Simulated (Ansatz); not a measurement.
# CoPtO2: the cost of one run

Method: DFT PBE, scalar-relativistic, plane waves, PAW, in Ansatz 0.2.0.

4 further runs of the same task are left out: 1 that didn't finish, 3 set aside as unsound or not needed.

## (1) Starting point

Symmetry: R-3m, No. 166, trigonal system. Conventional cell: a = 2.825 Å, b = 2.825 Å, c = 17.818 Å, α = 90.00°, β = 90.00°, γ = 120.00°. Around Co (site symmetry -3m) lie 6 O at 1.90 Å. Pt (site symmetry -3m) has 2 O at 2.00 Å as nearest neighbours. O (site symmetry 3m) is surrounded by 3 Co at 1.90 Å and 1 Pt at 2.00 Å.

As a file:

```cif
data_structure
_symmetry_space_group_name_H-M 'P 1'
_symmetry_Int_Tables_number 1
_cell_length_a 6.1592
_cell_length_b 6.1592
_cell_length_c 6.1592
_cell_angle_alpha 26.511
_cell_angle_beta 26.511
_cell_angle_gamma 26.511
_cell_volume 41.04
loop_
_atom_site_label
_atom_site_type_symbol
_atom_site_fract_x
_atom_site_fract_y
_atom_site_fract_z
_atom_site_occupancy
Co1 Co 0.50000 0.50000 0.50000 1
Pt1 Pt 0.00000 0.00000 0.00000 1
O1 O 0.88776 0.88776 0.88776 1
O2 O 0.11224 0.11224 0.11224 1
```

Starting moments: Co 3.00; Pt 2.00 μB.

## (2) First run, at the start cell

Contents of input.yaml:

```yaml
crystal:
  lattice:
    - [1.4122699173, 0.8153744169, 5.9393891094]
    - [-1.4122699173, 0.8153744169, 5.9393891094]
    - [0.0, -1.6307488338, 5.9393891094]
  atoms:
    - { symbol: Co, position: [0.5, 0.5, 0.5], spin: 3.0 }
    - { symbol: Pt, position: [0.0, 0.0, 0.0], spin: 2.0 }
    - { symbol: O, position: [0.88775597, 0.88775597, 0.88775597] }
    - { symbol: O, position: [0.11224403, 0.11224403, 0.11224403] }
basis:
  ecutwfc: 420
  ecutrho_ratio: 4
kpoints:
  mp_grid: { grid: [8, 8, 8] }
hamiltonian:
  xc: pbe
scf:
  occupations: { method: gaussian, width: 0.05 }
output:
  forces: true
  stress: true
  eigenvalues: true
  populations: true
magnetization:
  spin_polarized: true
relax:
  f_tol: 0.03
  max_steps: 60
  cell: { stress_tol: 0.3 }
```

Command:

```sh
ansatz run input.yaml --threads 4 --pin off --max-ram 10240MiB --backend cpu --events-out ev --progress --plain --runs-dir out
```

**Question.** How long does this run take on 4 threads of Arm Neoverse N1, shared host, and how much memory does it need?

About 35 s, with a peak of 0.48 GiB.
